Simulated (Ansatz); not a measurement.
# CH₆N₂OSi: one species, many methods

An exercise on one series of results from a longer session: the logs are not shown, and one member is left open.

Computed with Ansatz 0.2.0, Gaussian basis. Level: functionals in def2-TZVPP, the program's frozen cores in correlated methods.

Levels to be run: PBE-D4, r2SCAN-D4, PBE0-D4, B3LYP-D4, ωB97X-V, ωB97M-V, B2PLYP; CCSD(T)/def2-TZVPP; MP2/def2-QZVPP; extrapolation to the limit.

## The geometry

An earlier PBE0-D4 in a triple-zeta def2 set relaxation fixed the geometry.

SMILES `NC(=O)N[SiH3]`, 11 atoms, charge 0, spin multiplicity 1.

Atoms are counted from 1 here; the program's logs count them from 0.

Bond lengths: N1–C2 1.368 Å, N1–H6 1.005 Å, N1–H7 1.004 Å, C2–O3 1.219 Å, C2–N4 1.369 Å, N4–Si5 1.750 Å, N4–H8 1.006 Å, Si5–H9 1.480 Å, Si5–H10 1.480 Å, Si5–H11 1.488 Å. Angles: C2–N1–H6 114.7°, C2–N1–H7 120.1°, H6–N1–H7 116.4°, N1–C2–O3 122.9°, N1–C2–N4 117.1°, O3–C2–N4 120.0°, C2–N4–Si5 116.3°, C2–N4–H8 119.7°, Si5–N4–H8 123.5°, N4–Si5–H9 111.5°, N4–Si5–H10 112.2°, N4–Si5–H11 103.4°, H9–Si5–H10 110.8°, H9–Si5–H11 109.4°, H10–Si5–H11 109.3°.

The first run:

The input, in.yaml:

```yaml
crystal:
  periodic: [false, false, false]
  atoms:
    - {symbol: N, position_ang: [-1.223052, 1.539204, -0.795892]}
    - {symbol: C, position_ang: [-0.326753, 0.856616, -0.020275]}
    - {symbol: O, position_ang: [0.279272, 1.374354, 0.901726]}
    - {symbol: N, position_ang: [-0.097480, -0.454848, -0.340419]}
    - {symbol: Si, position_ang: [1.103358, -1.290101, 0.620944]}
    - {symbol: H, position_ang: [-1.490309, 2.438919, -0.435954]}
    - {symbol: H, position_ang: [-1.923016, 1.040064, -1.315199]}
    - {symbol: H, position_ang: [-0.527110, -0.851245, -1.159274]}
    - {symbol: H, position_ang: [0.692478, -1.382210, 2.039552]}
    - {symbol: H, position_ang: [2.444180, -0.674371, 0.500356]}
    - {symbol: H, position_ang: [1.133731, -2.653283, 0.025032]}
basis:
  gaussian: {orbitals: def2-TZVPP}
hamiltonian: {xc: pbe, dispersion: d4}
output: {forces: true, orbitals: {seedname: orbitals}}
```

Launch:

```bash
$ ansatz run in.yaml --threads 4 --pin off --events-out ev --progress --plain --max-ram 10444MiB
```

Steps of the session up to this table: PBE-D4 (GGA); r2SCAN-D4 (meta-GGA); PBE0-D4 (hybrid); B3LYP-D4 (hybrid); ωB97X-V (range-separated); ωB97M-V (range-separated); B2PLYP (double hybrid); CCSD(T) in def2-TZVPP; MP2 in def2-QZVPP.

One of the session's tables, all rows but one given; the rest of the session is left out.

It belongs to the step «Atomisation energies». 

| method | atomisation energy (kcal/mol) |
| --- | --- |
| PBE-D4 | ? |
| r2SCAN-D4 | 976.1 |
| PBE0-D4 | 976.8 |
| B3LYP-D4 | 981.3 |
| ωB97X-V | 984.2 |
| ωB97M-V | 982.4 |
| B2PLYP | 967.7 |
| HF/def2-TZVPP | 664.2 |
| MP2/def2-TZVPP | 961.6 |
| CCSD/def2-TZVPP | 926.4 |
| CCSD(T)/def2-TZVPP | 943.6 |
| MP2/CBS | 993.4 |
| CCSD(T)/CBS | 975.4 |

Q: Estimate the row for PBE-D4 from the others.

**Answer.** atomisation energy (kcal/mol): 1003.0. In the column «atomisation energy (kcal/mol)» it is the highest.
